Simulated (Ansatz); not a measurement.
This script makes a rigid torsion scan of BClFH3OSi, SMILES FB(Cl)O[SiH3] with the Python package of Ansatz (0.2.0).

`bclfh3osi_torsion.py`:
```python
"""Energy of BClFH3OSi as one group turns about a bond."""

import ansatz as az
from ase import Atoms

atoms = Atoms(["F", "B", "Cl", "O", "Si", "H", "H", "H"], positions=[
    (-1.6044, -0.3397, -1.6991),
    (-1.2633, -0.5399, -0.3423),
    (-2.5308, -0.336, 0.9982),
    (0.136, -1.0811, -0.0527),
    (1.0922, 0.2566, 0.1901),
    (0.6087, 1.0743, 1.3484),
    (2.4756, -0.2103, 0.5098),
    (1.1781, 1.1189, -1.0082),
])

# start the scan from a relaxed geometry
first = (
    az.Crystal.molecule_from_ase(atoms).calculation()
    .basis(gaussian="cc-pVDZ")
    .functional("b3lyp")
    .relax(force_tolerance=0.02, max_steps=80)
)
atoms.positions = first.run(threads=1).report["positions_ang"]

start = atoms.get_dihedral(4, 3, 1, 0)
energies = {}
for turn in range(0, 360, 30):
    turned = atoms.copy()
    turned.set_dihedral(4, 3, 1, 0, start + turn, indices=[0, 1, 2])
    calc = az.Crystal.molecule_from_ase(turned).calculation().basis(gaussian="cc-pVDZ").functional("b3lyp")
    energies[round((start + turn) % 360)] = calc.run(threads=1).report["free_energy_ev"]
floor = min(energies.values())
print("dihedral Si4-O3-B1-F0 (deg)   E - E(min) (eV)")
for angle, e in sorted(energies.items()):
    print(f"{angle:8d} {(e - floor):14.3f}  " + "#" * int(30 * (e - floor) / max(max(energies.values()) - floor, 1e-9)))
```

Where along the turn do the lowest and the highest point lie, and how far apart are they?

The lowest point is at 180° and the highest at 90°, 0.173 eV (16.7 kJ/mol) above it, with the rest of the molecule held.

The output:

Running `python bclfh3osi_torsion.py` prints:
```text
dihedral Si4-O3-B1-F0 (deg)   E - E(min) (eV)
       0          0.015  ##
      30          0.060  ##########
      60          0.141  ########################
      90          0.173  ##############################
     120          0.128  ######################
     150          0.046  #######
     180          0.000
     210          0.047  ########
     240          0.128  ######################
     270          0.172  #############################
     300          0.140  ########################
     330          0.060  ##########
```

The scan is rigid and the energies are electronic, in a modest basis. With rigid groups the curve can differ much from the relaxed path, the start wasn't checked as a minimum of this torsion, and equivalent turns needn't return to the same energy. b3lyp holds the VWN-RPA fit, as in Gaussian; the form of ORCA and Turbomole is b3lyp5. Finished in 2.5 min on 1 thread of Intel(R) Xeon(R) Processor @ 2.30GHz (shared host), peak memory 0.32 GiB.
